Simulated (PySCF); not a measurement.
**CH2GaNS (GaH2(NCS)): TPSSh/aug-cc-pVDZ**

Aim: the vertical ionisation energy of CH2GaNS (GaH2(NCS)) at TPSSh/aug-cc-pVDZ, from 2 runs. 

The calculation is run with PySCF 2.14.0.

## (1) Starting point

The species is CH2GaNS (6 atoms), meant as a singlet with charge 0. As SMILES, `[H][Ga]([H])[N]=C=S`. The shape comes from GFN2-xTB, which is rough for such elements, and wasn't checked as a minimum.

Bond lengths: Ga1–N4 1.826 Å, N4–C5 1.202 Å, C5–S6 1.551 Å, Ga1–H2 1.545 Å, Ga1–H3 1.545 Å. Angles: Ga1–N4–C5 178.6°, N4–C5–S6 179.9°, H2–Ga1–N4 116.4°, H3–Ga1–N4 116.3°, H2–Ga1–H3 127.3°.

## (2) The energy at TPSSh/aug-cc-pVDZ

Contents of input.py:

```python
# GaH2(NCS)
from pyscf import gto, dft

mol = gto.M(
    atom='''
Ga       0.670630       1.164170      -0.002760
H        2.211160       1.060940       0.047470
H       -0.181080       2.452850      -0.032100
N       -0.249060      -0.412950      -0.020030
C       -0.842440      -1.458460      -0.004760
S       -1.609210      -2.806540       0.012170
''',
    verbose=4,
    max_memory=1860,
    spin=0,
    basis='aug-cc-pvdz',
)

mf = dft.RKS(mol)
mf.xc = 'tpssh'
mf.conv_tol = 1e-10
mf.grids.level = 7
mf.kernel()
if not mf.converged:
    mf = mf.newton().run(mf.mo_coeff, mf.mo_occ)

e_tot = mf.e_tot
print('E(%s) = %.9f' % ('TPSSH', e_tot))
```

Started as:

```bash
$ OMP_NUM_THREADS=1 python input.py
```

Standard output:

```text
PySCF version 2.14.0

[INPUT] num. atoms = 6
[INPUT] num. electrons = 62
[INPUT] charge = 0
[INPUT] spin (= nelec alpha-beta = 2S) = 0
[INPUT] symmetry False subgroup None
[INPUT] Mole.unit = angstrom
[INPUT] Symbol           X                Y                Z      unit          X                Y                Z       unit  Magmom
[INPUT]  1 Ga     0.670630000000   1.164170000000  -0.002760000000 AA    1.267307030917   2.199962462435  -0.005215644104 Bohr   0.0
[INPUT]  2 H      2.211160000000   1.060940000000   0.047470000000 AA    4.178486817593   2.004886034596   0.089705299133 Bohr   0.0
[INPUT]  3 H     -0.181080000000   2.452850000000  -0.032100000000 AA   -0.342191606636   4.635214724639  -0.060660208599 Bohr   0.0
[INPUT]  4 N     -0.249060000000  -0.412950000000  -0.020030000000 AA   -0.470655188584  -0.780362403139  -0.037851214275 Bohr   0.0
[INPUT]  5 C     -0.842440000000  -1.458460000000  -0.004760000000 AA   -1.591980876379  -2.756089963633  -0.008995096353 Bohr   0.0
[INPUT]  6 S     -1.609210000000  -2.806540000000   0.012170000000 AA   -3.040966176911  -5.303591957637   0.022997966936 Bohr   0.0

nuclear repulsion = 254.219307037936
number of shells = 43
number of NR pGTOs = 228
number of NR cGTOs = 127
basis = aug-cc-pvdz
ecp = {}

******** <class 'pyscf.dft.rks.RKS'> ********
method = RKS
initial guess = minao
damping factor = 0
level_shift factor = 0
DIIS = <class 'pyscf.scf.diis.CDIIS'>
diis_start_cycle = 1
diis_space = 8
diis_damp = 0
SCF conv_tol = 1e-10
SCF conv_tol_grad = None
SCF max_cycles = 50
direct_scf = True
direct_scf_tol = 1e-13
XC library pyscf.dft.libxc version 7.0.0
    S. Lehtola, C. Steigemann, M. J.T. Oliveira, and M. A.L. Marques.,  SoftwareX 7, 1–5 (2018)
XC functionals = tpssh
radial grids:
    Treutler-Ahlrichs [JCP 102, 346 (1995); DOI:10.1063/1.469408] (M4) radial grids

becke partition: Becke, JCP 88, 2547 (1988); DOI:10.1063/1.454033
pruning grids: <function nwchem_prune>
grids dens level: 7
symmetrized grids: False
atomic radii adjust function: <function treutler_atomic_radii_adjust>
small_rho_cutoff = 0
Set gradient conv threshold to 1e-05
Initial guess from minao.
tot grids = 445544
init E= -2417.06983993351
  HOMO = -0.286859369440377  LUMO = -0.102900584815145  gap/eV = 5.00577
cycle= 1 E= -2417.05733695427  delta_E= 0.0125  |g|= 0.428  |ddm|= 3.41
  HOMO = -0.199283724281107  LUMO = -0.104746058191433  gap/eV = 2.57250
cycle= 2 E= -2417.01069131468  delta_E= 0.0466  |g|= 0.619  |ddm|= 1.52
  HOMO = -0.24215006752299  LUMO = -0.0961137273890991  gap/eV = 3.97385
cycle= 3 E= -2417.09101778225  delta_E= -0.0803  |g|= 0.184  |ddm|= 0.753
  HOMO = -0.245979284840725  LUMO = -0.0904528393974342  gap/eV = 4.23209
cycle= 4 E= -2417.09865725598  delta_E= -0.00764  |g|= 0.0449  |ddm|= 0.274
  HOMO = -0.242835469463688  LUMO = -0.0929674489673338  gap/eV = 4.07812
cycle= 5 E= -2417.0992437328  delta_E= -0.000586  |g|= 0.0243  |ddm|= 0.0677
  HOMO = -0.242299165178314  LUMO = -0.0929359956298077  gap/eV = 4.06438
cycle= 6 E= -2417.09941371989  delta_E= -0.00017  |g|= 0.0054  |ddm|= 0.0276
  HOMO = -0.243022409500695  LUMO = -0.0928786201216987  gap/eV = 4.08562
cycle= 7 E= -2417.09942317043  delta_E= -9.45e-06  |g|= 0.000461  |ddm|= 0.00808
  HOMO = -0.242938924356247  LUMO = -0.0927834442094895  gap/eV = 4.08594
cycle= 8 E= -2417.0994232294  delta_E= -5.9e-08  |g|= 0.000116  |ddm|= 0.0014
  HOMO = -0.242943745924166  LUMO = -0.092789666520543  gap/eV = 4.08590
cycle= 9 E= -2417.09942323422  delta_E= -4.83e-09  |g|= 2e-05  |ddm|= 0.000209
  HOMO = -0.242941245317127  LUMO = -0.092790107157414  gap/eV = 4.08582
cycle= 10 E= -2417.09942323435  delta_E= -1.22e-10  |g|= 3.08e-06  |ddm|= 3.67e-05
  HOMO = -0.242941611130758  LUMO = -0.0927902798737046  gap/eV = 4.08583
cycle= 11 E= -2417.09942323436  delta_E= -1.14e-11  |g|= 6.9e-07  |ddm|= 5.96e-06
  HOMO = -0.242941495329124  LUMO = -0.0927901917378415  gap/eV = 4.08583
Extra cycle  E= -2417.09942323436  delta_E= -7.28e-12  |g|= 1.7e-06  |ddm|= 2.48e-06
converged SCF energy = -2417.09942323436
E(TPSSH) = -2417.099423234
```

Wall time 2.1 min (1 thread of Arm Neoverse V1, shared host); peak memory 0.78 GiB.

## (3) The doublet cation

Contents of run.py:

```python
from pyscf import gto, dft

mol = gto.M(
    atom=[
    ('Ga', (0.670630, 1.164170, -0.002760)),
    ('H', (2.211160, 1.060940, 0.047470)),
    ('H', (-0.181080, 2.452850, -0.032100)),
    ('N', (-0.249060, -0.412950, -0.020030)),
    ('C', (-0.842440, -1.458460, -0.004760)),
    ('S', (-1.609210, -2.806540, 0.012170)),
],
    charge=1,
    verbose=4,
    basis='aug-cc-pvdz',
    max_memory=1860,
    spin=1,
)

mf = dft.UKS(mol, xc='tpssh')
mf.grids.level = 7
mf.conv_tol = 1e-10
mf.kernel()
if not mf.converged:
    mf = mf.newton().run(mf.mo_coeff, mf.mo_occ)

etot = mf.e_tot
print(f'total energy: {etot:.8f} hartree')
```

Started as:

```bash
$ OMP_NUM_THREADS=1 python run.py
```

Standard output:

```text
PySCF version 2.14.0

[INPUT] num. atoms = 6
[INPUT] num. electrons = 61
[INPUT] charge = 1
[INPUT] spin (= nelec alpha-beta = 2S) = 1
[INPUT] symmetry False subgroup None
[INPUT] Mole.unit = angstrom
[INPUT] Symbol           X                Y                Z      unit          X                Y                Z       unit  Magmom
[INPUT]  1 Ga     0.670630000000   1.164170000000  -0.002760000000 AA    1.267307030917   2.199962462435  -0.005215644104 Bohr   0.0
[INPUT]  2 H      2.211160000000   1.060940000000   0.047470000000 AA    4.178486817593   2.004886034596   0.089705299133 Bohr   0.0
[INPUT]  3 H     -0.181080000000   2.452850000000  -0.032100000000 AA   -0.342191606636   4.635214724639  -0.060660208599 Bohr   0.0
[INPUT]  4 N     -0.249060000000  -0.412950000000  -0.020030000000 AA   -0.470655188584  -0.780362403139  -0.037851214275 Bohr   0.0
[INPUT]  5 C     -0.842440000000  -1.458460000000  -0.004760000000 AA   -1.591980876379  -2.756089963633  -0.008995096353 Bohr   0.0
[INPUT]  6 S     -1.609210000000  -2.806540000000   0.012170000000 AA   -3.040966176911  -5.303591957637   0.022997966936 Bohr   0.0

nuclear repulsion = 254.219307037936
number of shells = 43
number of NR pGTOs = 228
number of NR cGTOs = 127
basis = aug-cc-pvdz
ecp = {}

******** <class 'pyscf.dft.uks.UKS'> ********
method = UKS
initial guess = minao
damping factor = 0
level_shift factor = 0
DIIS = <class 'pyscf.scf.diis.CDIIS'>
diis_start_cycle = 1
diis_space = 8
diis_damp = 0
SCF conv_tol = 1e-10
SCF conv_tol_grad = None
SCF max_cycles = 50
direct_scf = True
direct_scf_tol = 1e-13
number electrons alpha = 31  beta = 30
XC library pyscf.dft.libxc version 7.0.0
    S. Lehtola, C. Steigemann, M. J.T. Oliveira, and M. A.L. Marques.,  SoftwareX 7, 1–5 (2018)
XC functionals = tpssh
radial grids:
    Treutler-Ahlrichs [JCP 102, 346 (1995); DOI:10.1063/1.469408] (M4) radial grids

becke partition: Becke, JCP 88, 2547 (1988); DOI:10.1063/1.454033
pruning grids: <function nwchem_prune>
grids dens level: 7
symmetrized grids: False
atomic radii adjust function: <function treutler_atomic_radii_adjust>
small_rho_cutoff = 0
Set gradient conv threshold to 1e-05
tot grids = 445544
init E= -2417.0698399335
[... the frontier-level lines of each cycle are left out ...]


cycle= 1 E= -2416.72749295686  delta_E= 0.342  |g|= 0.256  |ddm|= 2.43
cycle= 2 E= -2416.71619692653  delta_E= 0.0113  |g|= 0.314  |ddm|= 1.11
cycle= 3 E= -2416.74756139059  delta_E= -0.0314  |g|= 0.168  |ddm|= 0.55
cycle= 4 E= -2416.76196134153  delta_E= -0.0144  |g|= 0.0338  |ddm|= 0.215
cycle= 5 E= -2416.7624363641  delta_E= -0.000475  |g|= 0.0223  |ddm|= 0.0528
cycle= 6 E= -2416.76279046001  delta_E= -0.000354  |g|= 0.0038  |ddm|= 0.0282
cycle= 7 E= -2416.76281463977  delta_E= -2.42e-05  |g|= 0.00102  |ddm|= 0.011
cycle= 8 E= -2416.7628164455  delta_E= -1.81e-06  |g|= 0.000814  |ddm|= 0.00463
cycle= 9 E= -2416.76281716338  delta_E= -7.18e-07  |g|= 0.000274  |ddm|= 0.00174
cycle= 10 E= -2416.76281727283  delta_E= -1.09e-07  |g|= 0.000145  |ddm|= 0.000826
cycle= 11 E= -2416.76281729553  delta_E= -2.27e-08  |g|= 2.54e-05  |ddm|= 0.000324
cycle= 12 E= -2416.76281729612  delta_E= -5.91e-10  |g|= 1.95e-05  |ddm|= 9.62e-05
cycle= 13 E= -2416.76281729631  delta_E= -1.9e-10  |g|= 3.16e-06  |ddm|= 3.59e-05
cycle= 14 E= -2416.76281729632  delta_E= -5.91e-12  |g|= 1.58e-06  |ddm|= 8.45e-06
Extra cycle  E= -2416.76281729632  delta_E= -2.73e-12  |g|= 2.74e-06  |ddm|= 5.79e-06
converged SCF energy = -2416.76281729632  <S^2> = 0.76677935  2S+1 = 2.0167095
total energy: -2416.76281730 hartree
```

It took 5.2 min on 1 thread of Arm Neoverse V1, shared host; peak memory 0.81 GiB.

## (4) Summary of results

At TPSSh/aug-cc-pVDZ:

| quantity | value |
| --- | --- |
| singlet CH2GaNS: total energy | -2417.09942 Eh |
| singlet CH2GaNS: dipole moment | 2.75 D |
| singlet CH2GaNS: HOMO energy | -6.61 eV |
| singlet CH2GaNS: LUMO energy | -2.52 eV |
| singlet CH2GaNS: HOMO–LUMO gap | 4.09 eV |
| doublet cation: total energy | -2416.76282 Eh |
| doublet cation: HOMO energy (highest over α and β) | -13.13 eV |
| doublet cation: LUMO energy (lowest over α and β) | -11.65 eV |
| doublet cation: ⟨S²⟩ | 0.767 |
| vertical ionisation energy (to the doublet cation) | 9.160 eV |

**Reading.** The vertical ionisation energy comes to 9.16 eV (211 kcal/mol). The negative HOMO energy of the first species, 6.61 eV, lies 2.55 eV below that difference. Mulliken charges (singlet CH2GaNS) run from -0.36 on N4 to +0.48 on Ga1; in a basis this large or diffuse they mean little. Mulliken charges (doublet cation) run from -0.28 on N4 to +0.58 on Ga1; in a basis this large or diffuse they mean little.
